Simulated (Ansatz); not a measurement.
# CH₄S₂Sn: one species, many methods

An exercise on one series of results from a longer session: the logs are not shown, and one member is left open.

Computed with Ansatz 0.2.0, Gaussian basis. Level: functionals in def2-TZVPP, the program's frozen cores in correlated methods.

Levels to be run: LDA (SPW92), PBE-D4, revPBE-D4, BLYP-D4, r2SCAN-D4, B97M-V, PBE0-D4, B3LYP-D4, r2SCANh-D4, r2SCAN0-D4, HSE06-D4, BHLYP-D4, CAM-B3LYP-D4, LC-ωPBE, ωB97X-V, ωB97M-V, B2PLYP, PBE-QIDH; CCSD(T)/def2-SVP; CCSD(T)/def2-TZVPP; CCSD(T)/def2-QZVPP; extrapolation to the limit; RPA on PBE.

### The geometry

The geometry comes from an earlier relaxation with PBE0-D4 in a triple-zeta def2 set; it is a stationary point, not always the lowest conformer. Sn takes the def2 core potential; no spin-orbit term is included.

8 atoms, charge 0, spin multiplicity 1.

Atoms are counted from 1 here; the program's logs count them from 0.

Bond lengths: C1–S2 1.809 Å, C1–H5 1.090 Å, C1–H6 1.090 Å, C1–H7 1.090 Å, S2–Sn3 2.424 Å, Sn3–S4 2.439 Å, S4–H8 1.342 Å. Angles: S2–C1–H5 111.2°, S2–C1–H6 111.2°, S2–C1–H7 107.0°, H5–C1–H6 110.1°, H5–C1–H7 108.6°, H6–C1–H7 108.6°, C1–S2–Sn3 110.5°, S2–Sn3–S4 101.5°, Sn3–S4–H8 98.4°.

Set-up of the first run:

Input file in.yaml:

```yaml
crystal:
  periodic: [false, false, false]
  atoms:
    - {symbol: C, position_ang: [0.296672, 1.025149, -0.382225]}
    - {symbol: S, position_ang: [0.752562, 0.720795, 1.342098]}
    - {symbol: Sn, position_ang: [0.090341, -1.511472, 2.014835]}
    - {symbol: S, position_ang: [-0.930896, -2.354481, -0.033242]}
    - {symbol: H, position_ang: [-0.782760, 0.962116, -0.521534]}
    - {symbol: H, position_ang: [0.802631, 0.329766, -1.052298]}
    - {symbol: H, position_ang: [0.619930, 2.038037, -0.623428]}
    - {symbol: H, position_ang: [-0.756280, -1.267111, -0.800008]}
basis:
  gaussian: {orbitals: def2-TZVPP}
hamiltonian: {xc: lda}
output: {orbitals: {seedname: orbitals}}
```

Launch:

```console
$ ansatz run in.yaml --threads 2 --pin off --events-out ev --progress --plain --max-ram 32768MiB --backend cpu
```

Steps of the session up to this table: LDA; PBE-D4 (GGA); revPBE-D4 (GGA); BLYP-D4 (GGA); r2SCAN-D4 (meta-GGA); B97M-V (meta-GGA); B3LYP-D4 (hybrid); r2SCANh-D4 (hybrid); r2SCAN0-D4 (hybrid); HSE06-D4 (hybrid); BHLYP-D4 (hybrid); CAM-B3LYP-D4 (range-separated); LC-ωPBE (range-separated); ωB97X-V (range-separated); ωB97M-V (range-separated); B2PLYP (double hybrid); PBE-QIDH (double hybrid).

One of the session's tables, all rows but one given; the rest of the session is left out.

```
  functional  HOMO (eV)  LUMO (eV)  gap (eV)
 LDA (SPW92)      -6.09      -3.17      2.92
      PBE-D4      -5.94      -2.94      3.00
   revPBE-D4      -5.89      -2.86      3.03
     BLYP-D4      -5.76      -2.84      2.92
   r2SCAN-D4      -6.21      -2.90      3.31
      B97M-V      -6.20      -2.88      3.31
     PBE0-D4      -7.04      -2.33      4.71
    B3LYP-D4      -6.81      -2.52      4.29
  r2SCANh-D4      -6.62      -2.67      3.95
  r2SCAN0-D4      -7.22      -2.31      4.90
    HSE06-D4      -6.66      -2.69      3.97
    BHLYP-D4          ?          ?         ?
CAM-B3LYP-D4      -8.24      -1.45      6.79
     LC-ωPBE      -9.46      -0.47      8.98
     ωB97X-V      -9.16      -0.53      8.63
     ωB97M-V      -9.05      -0.65      8.41
```

Estimate the missing values for BHLYP-D4.

Worked estimate for «HOMO (eV)». Against the share of exact exchange, BLYP-D4 (0, -5.76), B3LYP-D4 (0.2, -6.81) give a slope of -5.25 per unit share; at 0.5 the line stands at -8.38.

The run gave: HOMO (eV): -7.89; LUMO (eV): -1.63; gap (eV): 6.26. In «HOMO (eV)» the line misses by -0.49.

Caveats from the session: All levels share the lack of spin-orbit coupling, which lowers the free heavy atoms and so the true binding.
